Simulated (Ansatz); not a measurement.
LaRh3C:

```
La Rh C
1.0
     4.26694    0.00000    0.00000
     0.00000    4.26694    0.00000
     0.00000    0.00000    4.26694
La Rh C
1 3 1
Cartesian
  2.1335 2.1335 2.1335
  0.0000 0.0000 2.1335
  0.0000 2.1335 0.0000
  2.1335 0.0000 0.0000
  0.0000 0.0000 0.0000
```

The cell is a database's computed one.

Below is the output of Ansatz 0.2.0 for this cell. Logs are shortened: lines on timing, memory, paths and dates and some standing lists are left out, and cuts for length are marked.

```text
Warning: RAYON_NUM_THREADS=2 ignored (pool sized by the plan → 2); use --threads N
Engine: ansatz 0.2.0, x86_64-unknown-linux-gnu
Pseudopotentials: kind: paw
Pseudopotential: La, paw, valence charge 11, recommended cutoff 420 eV (normal), La.paw.azcp
Pseudopotential: Rh, paw, valence charge 17, recommended cutoff 420 eV (normal), Rh.paw.azcp
Pseudopotential: C, paw, valence charge 4, recommended cutoff 420 eV (normal), C.paw.azcp
Functional definition: PBEsol
  exchange = pbesol_x
  correlation = pbesol_c
Crystal: 5 atoms, lattice volume = 77.687 Å³
Basis set: ecut = 420 eV, 1503 PW (Γ), exchange–correlation on 60×60×60 points (8 copies of the dense FFT grid, shifted against one another)
Bands: 40, of which v1, the nominal top of the filled ones, is band 33 counted from 1 (32 counted from 0)
Symmetry: 48 space group operations
Space group: Pm-3m (ITA 221), of the structure as read, at distance tolerance 4.3e-5 Å
k-points: 20 of 216
Non-local potential: La, projectors of the file, l = 0: 3, l = 1: 2, l = 2: 2, l = 3: 3
Non-local potential: Rh, projectors of the file, l = 0: 3, l = 1: 2, l = 2: 2, l = 3: 1
Non-local potential: C, projectors of the file, l = 0: 2, l = 1: 2, l = 2: 1
PAW form: soft (Blöchl's): semilocal exchange-correlation on the pseudo side does not see the compensation charge
PAW frozen core: La, regenerated for the run's functional, and the local potential with it (the file was generated under x = pbe(κ = 0.804, μ = 0.2195149727645171), c = pbe(β = 0.06672455060314922))
PAW frozen core: Rh, regenerated for the run's functional, and the local potential with it (the file was generated under x = pbe(κ = 0.804, μ = 0.2195149727645171), c = pbe(β = 0.06672455060314922))
[... 99 lines left out ...]
  atom   1  La     0.00000000    -0.00000000     0.00000000
  atom   2  Rh     0.00000000    -0.00000000    -0.00000000
  atom   3  Rh    -0.00000000     0.00000000     0.00000000
  atom   4  Rh     0.00000000    -0.00000000     0.00000000
  atom   5  C      0.00000000     0.00000000    -0.00000000
  max |Σ_I F_I| component: 1.75e-28 eV/Å
--- Stress (GPa, compression-positive) ---
       -0.025882      -0.000000      -0.000000
       -0.000000      -0.025882      -0.000000
       -0.000000      -0.000000      -0.025882
  P = ⅓ Tr σ = -0.0259 GPa (-0.259 kbar)
--- Band table (eV; the first three rows and the last of 20) ---
  k-point 0: bands = ["-59.3635", "-59.3302", "-59.3302", "-27.6650", "-27.6650", "-27.6650", "-27.1419", "-27.1419", "-27.1419", "-27.1309", "-27.1309", "-27.1309", "-12.5820", "3.5940", "3.5940", "3.5940", "5.5749", "14.0669", "14.0669", "14.1232", "14.1832", "14.1832", "14.1832", "16.1632", "16.1632", "16.1632", "16.7101", "16.7101", "16.7101", "17.3242", "17.3242", "18.8676", "18.8728", "18.8728", "18.8728", "21.9882", "21.9882", "21.9882", "22.2178", "22.2644"]
  k-point 1: bands = ["-59.3615", "-59.3322", "-59.3302", "-27.6627", "-27.6627", "-27.6609", "-27.1475", "-27.1424", "-27.1424", "-27.1326", "-27.1326", "-27.1314", "-12.5718", "3.4327", "3.5771", "3.5771", "5.7692", "14.1958", "14.1958", "14.2708", "14.2819", "14.2922", "14.4645", "14.9215", "16.0854", "16.0854", "16.5483", "16.8878", "16.8878", "17.3189", "17.9193", "18.6487", "18.8734", "19.0132", "19.0132", "21.9676", "21.9913", "21.9913", "22.2749", "22.2752"]
  k-point 2: bands = ["-59.3564", "-59.3372", "-59.3302", "-27.6580", "-27.6580", "-27.6523", "-27.1592", "-27.1445", "-27.1445", "-27.1353", "-27.1353", "-27.1324", "-12.5515", "3.1433", "3.5435", "3.5435", "6.1926", "13.2191", "14.1921", "14.1921", "14.5294", "14.8726", "14.8746", "15.4007", "16.0400", "16.0400", "16.1795", "17.2381", "17.2381", "17.2450", "17.8160", "18.1124", "18.8746", "19.3025", "19.3025", "21.8309", "21.8309", "21.9368", "22.1682", "22.2936"]
  k-point 19: bands = ["-59.3412", "-59.3412", "-59.3412", "-27.8318", "-27.5540", "-27.5540", "-27.2291", "-27.2291", "-27.2291", "-27.0660", "-27.0660", "-27.0660", "-12.5236", "3.3348", "3.3348", "3.3348", "8.2280", "11.3965", "11.3965", "11.3965", "15.3315", "15.3315", "15.3315", "15.3690", "16.1672", "16.1672", "16.1672", "17.2213", "17.2213", "18.7074", "18.7074", "18.7074", "20.4904", "20.4904", "20.4904", "21.4103", "21.4103", "21.4103", "22.0105", "22.2878"]
--- Relaxed structure (4 steps of the walk, 4 accepted, 1 SCFs on fresh bases) ---
  F+E_penalty+E_count = -25426.14226130 eV   max|allowed force component| = 6.605e-29 eV/Å   (the final SCF, on the basis selected at the relaxed cell)
  cell:  # Å, volume = 73.8998 Å³
    - [4.19644059312456, -3.0493890786131233e-34, 1.2839532962581571e-33]
    - [3.3703774026776627e-34, 4.19644059312456, 0.0]
    - [1.2839532962581571e-33, 0.0, 4.19644059312456]
  atoms:
    - { symbol: La, position: [0.49999999999999994, 0.49999999999999994, 0.49999999999999994] }
    - { symbol: Rh, position: [4.889737520456505e-36, 3.761336554190331e-37, 0.49999999999999994] }
    - { symbol: Rh, position: [3.0090692433741616e-36, 0.49999999999999994, 1.7088918628940675e-49] }
    - { symbol: Rh, position: [0.49999999999999994, 8.463007247015897e-37, 1.4967482376516296e-49] }
    - { symbol: C, position: [1.2412410628824333e-35, -1.0437708937883944e-35, -3.7613365541944376e-36] }
```

Problem. Write the input and the command behind it.

Solution. Relaxation of cell and atoms with PBEsol, no spin polarisation. The files as run (others can give the same):

input.yaml
```yaml
crystal:
  lattice:
    - [4.266945, 0.0, 0.0]
    - [0.0, 4.266945, 0.0]
    - [0.0, 0.0, 4.266945]
  atoms:
    - { symbol: La, position: [0.5, 0.5, 0.5] }
    - { symbol: Rh, position: [0.0, 0.0, 0.5] }
    - { symbol: Rh, position: [0.0, 0.5, 0.0] }
    - { symbol: Rh, position: [0.5, 0.0, 0.0] }
    - { symbol: C, position: [0.0, 0.0, 0.0] }
hamiltonian:
  xc: pbesol
  pseudopotentials: { kind: paw }
kpoints:
  mp_grid: { grid: [6, 6, 6] }
scf:
  occupations: { method: fermi_dirac, width: 0.05 }
output:
  forces: true
  stress: true
  eigenvalues: true
relax:
  f_tol: 0.01
  max_steps: 40
  cell: { stress_tol: 0.05 }
```

Potentials or basis: Ansatz PAW.
Command:
```sh
$ ansatz run input.yaml --threads 2 --pin off --max-ram 5632MiB --backend cpu --events-out ev --progress --plain --runs-dir out
```

Caveat: the plane-wave basis is chosen anew once the cell has moved, so the energies of steps on either side of that aren't comparable; the PAW data sets come from PBE, with cores solved anew for the run's functional, which leaves a small shift of forces and pressure.
